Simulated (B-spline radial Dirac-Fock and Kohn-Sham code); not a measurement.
# Si: two attempts at the core levels

Aim: the K and L3 binding energies of Si by ΔSCF.

Method: Delta-SCF core binding energies without Breit or QED terms under the stated settings; computed with B-spline radial Dirac-Fock and Kohn-Sham code, version 5.

**1. The system**

Neutral silicon, 1s2 2s2 2p6 3s2 3p2.

```
nuclear charge     : 14
electrons          : 14
mass number        : 28
nuclear rms radius : 3.1224 fm
```

Outer shells as boxes (Hund's rule, for the drawing alone; heavy ions are jj-coupled, and the calculation averages over the configuration):

```
[Ne] core
3s [↑↓]
3p [↑ ][↑ ][  ]
```

**2. First attempt**

Settings in task.json:

```ini
rel = dirac
method = hf
nuc = fermi
radius_factor = 100.0
rmax = 45.0
h = 0.3
order = 8
points = 10
c_factor = 1.0
maxit = 82
damp = 0.5
ndamp = 3
tol = 1e-08
```

Keys: rel is the Hamiltonian, nuc the nuclear model, radius_factor scales its radius, rmax is the box in bohr, h the logarithmic mesh step, order the B-spline order, points the quadrature points a cell, c_factor scales the speed of light; damp, ndamp, maxit and tol steer the iteration.

Run with:

```
python xray2_run.py task.json out
```

The program writes no log. Results of the run, from its result record (rounded, main fields):

```text
{
  "status": "converged",
  "total_energy [Ha]": -287.83245929,
  "virial_ratio": 2.006401,
  "iterations": [10, 10, 10],
  "converged": [true, true, true],
  "highest_orbital_energy [eV]": -7.593176,
  "holes": ["K", "L3"],
  "binding [eV]": [1831.08, 108.1671],
  "scf_energy [Ha]": [-287.0043304, -287.7558022, -287.8222285, -287.8309044, -287.8323403, -287.8324539, -287.832459, -287.8324593, -287.8324593, -287.8324593],
  "scf_error": [0.55, 0.073, 0.024, 0.0075, 0.0028, 0.00042, 7.5e-05, 1.6e-05, 1.6e-06, 9e-08],
  "cells": 45
}
```

**3. Diagnosis**

The run converged, but to the answer of an unsound model or basis. The fault: radius_factor inflates the nucleus, as a slip of units would.

Remedy: set radius_factor = 1.0.

**4. The mended run**

Changed: radius_factor = 1.0, maxit = 60.

The program writes no log. Results of the run, from its result record (rounded, main fields):

```text
{
  "status": "converged",
  "total_energy [Ha]": -289.46133593,
  "virial_ratio": 1.995667,
  "iterations": [10, 10, 10],
  "converged": [true, true, true],
  "highest_orbital_energy [eV]": -7.56319,
  "holes": ["K", "L3"],
  "binding [eV]": [1850.119, 107.8974],
  "cells": 61
}
```

**5. Outcome**

| quantity | value |
| --- | --- |
| first try | converged |
| fault | radius_factor inflates the nucleus, as a slip of units would |
| cure | radius_factor = 1.0 |
| mended run | converged (ground state in 10 iterations) |
| K binding | 1850.1 eV (first try 1831.1) |
| L3 binding | 107.9 eV (first try 108.2) |

**Reading.** The first try was off by -19.04 eV for K and +0.27 eV for L3. It gave no warning. The mended values lack Breit and QED terms.
